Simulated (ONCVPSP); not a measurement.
# Pseudopotential generation for Mo: ONCV, PBE

Do these settings give a usable potential? It is generated, then checked for transferability, scattering, ghosts and hardness.

Program: ONCVPSP 4.0.1.1 (patched build). Reference atom: PBE, scalar-relativistic, spherical and spin-unpolarised. All values are calculated.

## Step 1: Settings

The settings as typed:

* element: molybdenum (Mo, Z = 42)
* type: optimised norm-conserving Vanderbilt (ONCV)
* frozen core: [Ar] 3d10
* valence charge: 14
* reference configuration: 4s2 4p6 4d5 5s1
* partial waves: 4s+5s: rc 1.65 bohr, ncon 3, nbas 6, qcut 5.5 1/bohr, 2 projectors; 4p: rc 1.30 bohr, ncon 3, nbas 6, qcut 6.1 1/bohr, 1 projector; 4d: rc 2.15 bohr, ncon 4, nbas 9, qcut 6.1 1/bohr, 2 projectors, debl 3.8 Ha
* local potential: polynomial inside 0.85 bohr (lpopt 5, dvloc0 -1 Ha)
* core correction: not asked for

The outer shells as boxes (Hund's rule for the drawing; the calculation is spin-unpolarised):

```
[Ar] core
3d [↑↓][↑↓][↑↓][↑↓][↑↓]
4s [↑↓]
4p [↑↓][↑↓][↑↓]
4d [↑ ][↑ ][↑ ][↑ ][↑ ]
5s [↑ ]
```

An earlier all-electron run gives the scale for the radii.

All-electron outer shells of the reference configuration (PBE, scalar-relativistic, ld1.x):

| shell | level (eV) | outermost node (bohr) | outermost maximum (bohr) |
| --- | --- | --- | --- |
| 3d | -220.98 | – | 0.32 |
| 4s | -64.35 | 0.51 | 0.99 |
| 4p | -38.49 | 0.52 | 1.08 |
| 5s | -4.09 | 1.34 | 2.93 |
| 4d | -3.75 | 0.53 | 1.38 |
| 5p | -1.04 | 1.54 | 4.11 |

## Step 2: The generation run

Contents of Mo.dat:

```
# ATOM AND REFERENCE CONFIGURATION
# atsym  z   nc   nv     iexc    psfile
  Mo 42.00    6    4        4      upf
#
#   n    l    f
    1    0    2.00
    2    0    2.00
    2    1    6.00
    3    0    2.00
    3    1    6.00
    3    2   10.00
    4    0    2.00
    4    1    6.00
    4    2    5.00
    5    0    1.00
#
# PSEUDOPOTENTIAL AND OPTIMIZATION
# lmax
    2
#
#   l,   rc,      ep,       ncon, nbas, qcut
    0    1.65    0.00    3    6    5.50
    1    1.30    0.00    3    6    6.10
    2    2.15    0.00    4    9    6.10
#
# LOCAL POTENTIAL
# lloc, lpopt,  rc(5),   dvloc0
    4    5    0.85   -1.00
#
# VANDERBILT-KLEINMAN-BYLANDER PROJECTORs
# l, nproj, debl
    0    2    1.50
    1    1    1.90
    2    2    3.80
#
# MODEL CORE CHARGE
# icmod, fcfact, rcfact
    0    0.00    0.00
#
# LOG DERIVATIVE ANALYSIS
# epsh1, epsh2, depsh
   -4.00    5.00    0.02
#
# OUTPUT GRID
# rlmax, drl
    6.00    0.01
#
# TEST CONFIGURATIONS
# ncnf
    4
# nvcnf
#   n    l    f
    4
    4    0    2.00
    4    1    6.00
    4    2    5.00
    5    0    0.00
#
    4
    4    0    2.00
    4    1    6.00
    4    2    4.00
    5    0    0.00
#
    4
    4    0    2.00
    4    1    6.00
    4    2    3.00
    5    0    0.00
#
    5
    4    0    2.00
    4    1    6.00
    4    2    5.00
    5    0    0.00
    5    1    1.00
#
```

The run is started by

```bash
$ oncvpsp.x < Mo.dat > Mo.out
```

**Question.** What will these runs give? Wanted: cutoffs for 1 and 0.1 mHa per electron, occupied waves; bound ghosts; GHOST(+) flags; largest test error; largest phase difference near zero energy, channels read.

The runs gave:

| quantity | value |
| --- | --- |
| cutoffs for 1 and 0.1 mHa per electron, occupied waves | 34 Ha and 74 Ha |
| bound ghosts | s at -7.73 eV |
| GHOST(+) flags | none at low energy |
| largest test error (AE − PS) | +45 meV, for 4s2 4p6 4d5 5s0 5p1 |
| largest phase difference near zero energy, channels read | 3.141 rad |

What this shows: A bound ghost (s) makes it unfit for use: electrons can fall into a state that the atom doesn't have. By total energies transferability is fair: the largest error is 45 meV on 3.1 eV, for 4s2 4p6 4d5 5s0 5p1. The potential is of middling hardness: the looser tolerance needs 34 Ha. At the looser tolerance the 4p wave is the slowest; 4d needs 15 Ha. Near zero energy the largest phase difference among the channels read is 3.14 rad, in the s channel. A step near π is an extra or missing state, not a misfit of shape. The pseudo curves have a pole with no partner nearby in the atom's: s at -0.28 Ha. All of this concerns the isolated atom, not yet a solid.
